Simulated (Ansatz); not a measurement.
# Ti19Al5: the cost of one run

All numbers below are computed with Ansatz 0.2.0 (DFT PBE, scalar-relativistic, plane waves, PAW).

## (1) Starting point

The cell holds 24 atoms (Al5Ti19): a = 7.771 Å, b = 7.671 Å, c = 7.440 Å, α = 89.57°, β = 86.51°, γ = 91.90°.

It is the last frame of an earlier stage of the same melt, run at 2510 K.

As a file:

```
Ti Al
1.0
     7.76655   -0.12864    0.23202
    -0.12864    7.66971    0.03036
     0.23202    0.03036    7.43666
Ti Al
19 5
Direct
  0.88417 0.46302 0.14054
  0.36256 0.12438 0.32881
  0.73076 0.96978 0.77734
  0.33821 0.24468 0.68964
  0.12266 0.69009 0.24751
  0.05194 0.09544 0.27713
  0.66155 0.28759 0.99238
  0.26010 0.39073 0.16636
  0.96882 0.30746 0.85332
  0.81396 0.74807 0.44329
  0.24040 0.83709 0.56028
  0.51348 0.86963 0.60328
  0.10084 0.99485 0.91720
  0.41101 0.79752 0.25873
  0.79609 0.93734 0.11437
  0.06138 0.47312 0.51070
  0.62391 0.24225 0.52518
  0.29495 0.60406 0.88346
  0.59495 0.58058 0.11490
  0.39713 0.51243 0.46827
  0.94429 0.67542 0.91425
  0.02047 0.09144 0.61657
  0.66368 0.55359 0.77154
  0.45920 0.05419 0.02582
```

## (2) Stage at 1810 K

One k point, a Fermi-Dirac width of 0.156 eV and a fixed cell.

input.yaml reads:

```yaml
crystal:
  lattice:
    - [7.766553, -0.128644, 0.232017]
    - [-0.128644, 7.669709, 0.030364]
    - [0.232017, 0.030364, 7.436665]
  atoms:
    - { symbol: Ti, position: [0.8841659281, 0.4630154181, 0.1405441317] }
    - { symbol: Ti, position: [0.3625582115, 0.1243753236, 0.3288100339] }
    - { symbol: Ti, position: [0.7307583112, 0.9697767921, 0.777335477] }
    - { symbol: Ti, position: [0.3382080185, 0.2446794648, 0.6896359964] }
    - { symbol: Ti, position: [0.122660231, 0.6900948395, 0.247505638] }
    - { symbol: Ti, position: [0.051944258, 0.0954385617, 0.2771326776] }
    - { symbol: Ti, position: [0.6615523028, 0.2875878492, 0.9923751169] }
    - { symbol: Ti, position: [0.2601003158, 0.3907310764, 0.1663559412] }
    - { symbol: Ti, position: [0.9688180544, 0.3074603885, 0.8533235483] }
    - { symbol: Ti, position: [0.8139571596, 0.7480700095, 0.4432919797] }
    - { symbol: Ti, position: [0.2403950495, 0.8370863415, 0.5602795829] }
    - { symbol: Ti, position: [0.5134780809, 0.8696292079, 0.6032750865] }
    - { symbol: Ti, position: [0.1008388415, 0.9948477369, 0.9172009744] }
    - { symbol: Ti, position: [0.4110139536, 0.7975242327, 0.2587271441] }
    - { symbol: Ti, position: [0.7960861536, 0.9373412502, 0.1143737218] }
    - { symbol: Ti, position: [0.0613787231, 0.4731179024, 0.5107017063] }
    - { symbol: Ti, position: [0.623914414, 0.2422528986, 0.5251821174] }
    - { symbol: Ti, position: [0.2949475598, 0.6040599945, 0.8834597747] }
    - { symbol: Ti, position: [0.5949486141, 0.5805824646, 0.1148978452] }
    - { symbol: Al, position: [0.3971334124, 0.5124349591, 0.4682724506] }
    - { symbol: Al, position: [0.9442949155, 0.6754225627, 0.9142488213] }
    - { symbol: Al, position: [0.020467241, 0.0914409109, 0.6165689902] }
    - { symbol: Al, position: [0.6636821436, 0.5535895222, 0.7715377954] }
    - { symbol: Al, position: [0.4592028384, 0.054189558, 0.0258236779] }
  symmetry: { detect: false }
basis:
  ecutwfc: 420
  xc_grid: 1
kpoints:
  mp_grid: { grid: [1, 1, 1], shift: [0.25, 0.25, 0.25] }
hamiltonian:
  xc: pbe
scf:
  occupations: { method: fermi_dirac, width: 0.156 }
  lower_state_search: "off"
  convergence: { dr2_threshold: 1.0e-05 }
output:
  forces: true
  stress: true
md:
  timestep: 3.0
  n_steps: 49
  ensemble: nvt_langevin
  friction: 0.005
  temperature: 1810.0
  initial_velocities: maxwell_boltzmann
  seed: 3860
```

Run with:

```
$ ansatz run input.yaml --threads 2 --pin off --max-ram 5120MiB --backend cpu --events-out ev --progress --plain --runs-dir out
```

What time and memory should one allow on 2 threads of Intel Xeon at 2.50GHz (Skylake/Cascade Lake), shared host?

About 5.5 min, with a peak of 0.72 GiB.
